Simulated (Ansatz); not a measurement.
# W: the cost of one run

Program: Ansatz 0.2.0. Level of theory: DFT PBEsol, plane waves, PAW, scalar-relativistic, no spin polarisation. These are calculated values, not measurements.

**1. Starting point**

The cell holds 15 atoms (W15): a = 6.320 Å, b = 6.320 Å, c = 6.320 Å, α = 90.00°, β = 90.00°, γ = 90.00°.

As a file:

```
W
1.0
     6.32000    0.00000    0.00000
     0.00000    6.32000    0.00000
     0.00000    0.00000    6.32000
W
15
Cartesian
  -0.0114 0.0133 0.0163
  3.1317 0.0419 0.0805
  -0.0394 3.1870 -0.0112
  0.0091 0.0042 3.2199
  1.5577 1.6132 1.5838
  3.1586 3.1524 0.0373
  3.1845 0.0230 3.1935
  4.7153 1.5993 1.5886
  -0.0154 3.1572 3.2165
  1.5931 4.6741 1.6008
  1.5751 1.5515 4.6928
  3.1105 3.1785 3.1721
  4.8092 4.7833 1.5534
  1.5521 4.7225 4.7590
  4.7366 4.7338 4.7630
```

**2. End point A**

Contents of input.yaml:

```yaml
crystal:
  lattice:
    - [6.32, 0.0, 0.0]
    - [0.0, 6.32, 0.0]
    - [0.0, 0.0, 6.32]
  atoms:
    - { symbol: W, position: [-0.0018104, 0.0021095, 0.0025835] }
    - { symbol: W, position: [0.4955271, 0.006631, 0.0127423] }
    - { symbol: W, position: [-0.0062403, 0.5042674, -0.0017723] }
    - { symbol: W, position: [0.0014335, 0.0006604, 0.5094726] }
    - { symbol: W, position: [0.2464765, 0.2552536, 0.250604] }
    - { symbol: W, position: [0.4997848, 0.498791, 0.0059066] }
    - { symbol: W, position: [0.5038818, 0.0036457, 0.5053008] }
    - { symbol: W, position: [0.7460911, 0.2530594, 0.251364] }
    - { symbol: W, position: [-0.0024407, 0.4995511, 0.5089442] }
    - { symbol: W, position: [0.2520753, 0.7395762, 0.2532976] }
    - { symbol: W, position: [0.2492323, 0.2454977, 0.7425292] }
    - { symbol: W, position: [0.492167, 0.5029254, 0.5019098] }
    - { symbol: W, position: [0.7609424, 0.7568536, 0.2457961] }
    - { symbol: W, position: [0.245582, 0.747231, 0.753009] }
    - { symbol: W, position: [0.7494636, 0.7490143, 0.7536331] }
basis:
  ecutwfc: 420.0
kpoints:
  mp_grid: { grid: [3, 3, 3] }
hamiltonian:
  xc: pbesol
  pseudopotentials: { kind: paw, azcp: { folder: soft_1 } }
scf:
  occupations: { method: fermi_dirac, width: 0.15 }
  lower_state_search: "off"
relax:
  f_tol: 0.03
  max_steps: 60
  adjacent_minimum: "off"
```

On the command line:

```console
> ansatz run input.yaml --threads 4 --pin off --max-ram 10240MiB --backend cpu --events-out ev --progress --plain --runs-dir out
```

**Question.** How long does this run take on 4 threads of Arm Neoverse V1, shared host, and how much memory does it need?

About 57 s, with a peak of 1 GiB.
